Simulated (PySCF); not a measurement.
**BBr: a composite coupled-cluster curve**

One table from this session's results is given with a row withheld; the runs are named, their logs left out.

Method: CCSD(T) on RHF, scalar-relativistic core potentials; program: PySCF 2.14.0.

2 further runs of the same task are left out: 2 set aside as unsound or not needed.

Set-up of the first run:

```
molecule             : BBr
state                : singlet, unpaired electrons none
smaller basis        : B cc-pVTZ, Br cc-pVTZ-PP with ECP10
larger basis         : B cc-pVQZ, Br cc-pVQZ-PP with ECP10
frozen core orbitals : 10
extrapolation        : correlation as n⁻³ (n = 3, 4), Hartree–Fock as (n+1)·exp(−9√n)
corrections          : core–valence correlation
distances (Å)        : 1.6746, 1.7507, 1.8268, 1.9029, 1.9790, 2.0742, 2.1693
masses (u)           : 11.0093, 78.9183
dissociation limit   : B + Br
```

Started as:

```console
$ OMP_NUM_THREADS=4 python comp.py task.json out
```

One table of the session follows, with a row left open; its other results are not shown here.

Parts of the energy along the bond, in eV from B + Br:

```
 R (Å)  HF/CBS  CCSD corr.      (T)  core–valence
1.6746  -2.439      -1.314  -0.1915       -0.0986
1.7507  -2.811      -1.307  -0.1946       -0.0763
1.8268  -2.990      -1.303  -0.1979       -0.0582
1.9029  -3.034      -1.300  -0.2013       -0.0437
1.9790       ?           ?        ?             ?
2.0742  -2.832      -1.296  -0.2094       -0.0206
2.1693  -2.618      -1.294  -0.2138       -0.0118
```

Estimate the missing values for R (Å) = 1.9790.

Worked estimate for «HF/CBS». A straight line through the neighbours (1.9029, -3.034) and (2.0742, -2.832) gives -3.034 + (-2.832 + 3.034) × (1.9790 − 1.9029) / (2.0742 − 1.9029) = -2.944; a parabola fitted to 4 rows on both sides gives -2.980.

The run gave: HF/CBS: -2.984; CCSD corr.: -1.298; (T): -0.2049; core–valence: -0.0321. In «HF/CBS» the line misses by +0.040 and the parabola by +0.004.
